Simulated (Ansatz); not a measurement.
**BFGeH4: up Jacob's ladder to CCSD(T)**

One table from this session's results is given with a row withheld; the runs are named, their logs left out.

Method: functionals in def2-TZVPP, the program's frozen cores in correlated methods; program: Ansatz 0.2.0, Gaussian basis.

Levels to be run: LDA (SPW92), PBE-D4, revPBE-D4, BLYP-D4, r2SCAN-D4, B97M-V, PBE0-D4, B3LYP-D4, r2SCANh-D4, r2SCAN0-D4, HSE06-D4, BHLYP-D4, CAM-B3LYP-D4, LC-ωPBE, ωB97X-V, ωB97M-V, B2PLYP, PBE-QIDH; CCSD(T)/def2-SVP; CCSD(T)/def2-TZVPP; MP2/def2-QZVPP; extrapolation to the limit; RPA on PBE.

**The geometry**

The geometry comes from an earlier relaxation with PBE0-D4 in a triple-zeta def2 set; it is a stationary point, not always the lowest conformer.

SMILES `F[BH][GeH3]`, 7 atoms, charge 0, spin multiplicity 1.

Atoms are counted from 1 here; the program's logs count them from 0.

Bond lengths: F1–B2 1.319 Å, B2–Ge3 2.082 Å, B2–H4 1.201 Å, Ge3–H5 1.537 Å, Ge3–H6 1.540 Å, Ge3–H7 1.539 Å. Angles: F1–B2–Ge3 118.7°, F1–B2–H4 116.5°, Ge3–B2–H4 124.8°, B2–Ge3–H5 111.8°, B2–Ge3–H6 110.3°, B2–Ge3–H7 110.6°, H5–Ge3–H6 108.2°, H5–Ge3–H7 108.3°, H6–Ge3–H7 107.4°.

Set-up of the first run:

The input, in.yaml:

```yaml
crystal:
  periodic: [false, false, false]
  atoms:
    - {symbol: F, position_ang: [-1.549667, -1.444953, 0.521749]}
    - {symbol: B, position_ang: [-0.299160, -1.192611, 0.184933]}
    - {symbol: Ge, position_ang: [0.266491, 0.782865, -0.150761]}
    - {symbol: H, position_ang: [0.433702, -2.140492, 0.098296]}
    - {symbol: H, position_ang: [1.736618, 0.890379, -0.586268]}
    - {symbol: H, position_ang: [0.083083, 1.616764, 1.130453]}
    - {symbol: H, position_ang: [-0.609866, 1.420047, -1.244102]}
basis:
  gaussian: {orbitals: def2-TZVPP}
hamiltonian: {xc: lda}
output: {orbitals: {seedname: orbitals}}
```

Among the steps run: LDA; PBE-D4 (GGA); revPBE-D4 (GGA); BLYP-D4 (GGA); r2SCAN-D4 (meta-GGA); B97M-V (meta-GGA); PBE0-D4 (hybrid); B3LYP-D4 (hybrid); r2SCANh-D4 (hybrid); r2SCAN0-D4 (hybrid); HSE06-D4 (hybrid); BHLYP-D4 (hybrid); CAM-B3LYP-D4 (range-separated); LC-ωPBE-D4 (range-separated; the results give it without D4); ωB97X-V (range-separated); ωB97M-V (range-separated); B2PLYP (double hybrid); PBE-QIDH (double hybrid).

One table of the session follows, with a row left open; its other results are not shown here.

It belongs to the step «Frontier levels by functional». 

```
  functional  HOMO (eV)  LUMO (eV)  gap (eV)
 LDA (SPW92)      -6.94      -2.96      3.97
      PBE-D4      -6.84      -2.71      4.13
   revPBE-D4      -6.79      -2.60      4.19
     BLYP-D4      -6.75      -2.57      4.18
   r2SCAN-D4      -7.13      -2.40      4.73
      B97M-V      -7.22      -2.51      4.71
     PBE0-D4      -8.13      -1.73      6.40
    B3LYP-D4          ?          ?         ?
  r2SCANh-D4      -7.60      -2.05      5.55
  r2SCAN0-D4      -8.31      -1.55      6.76
    HSE06-D4      -7.73      -2.11      5.61
    BHLYP-D4      -9.34      -0.71      8.63
CAM-B3LYP-D4      -9.50      -0.61      8.89
     LC-ωPBE     -10.80       0.62     11.43
     ωB97X-V     -10.47       0.50     10.97
     ωB97M-V     -10.29       0.27     10.56
```

Estimate the missing values for B3LYP-D4.

Worked estimate for «HOMO (eV)». Against the share of exact exchange, BLYP-D4 (0, -6.75), BHLYP-D4 (0.5, -9.34) give a slope of -5.18 per unit share; at 0.2 the line stands at -7.79.

**Answer.** HOMO (eV): -7.94; LUMO (eV): -1.96; gap (eV): 5.98. In «HOMO (eV)» the line misses by +0.15.
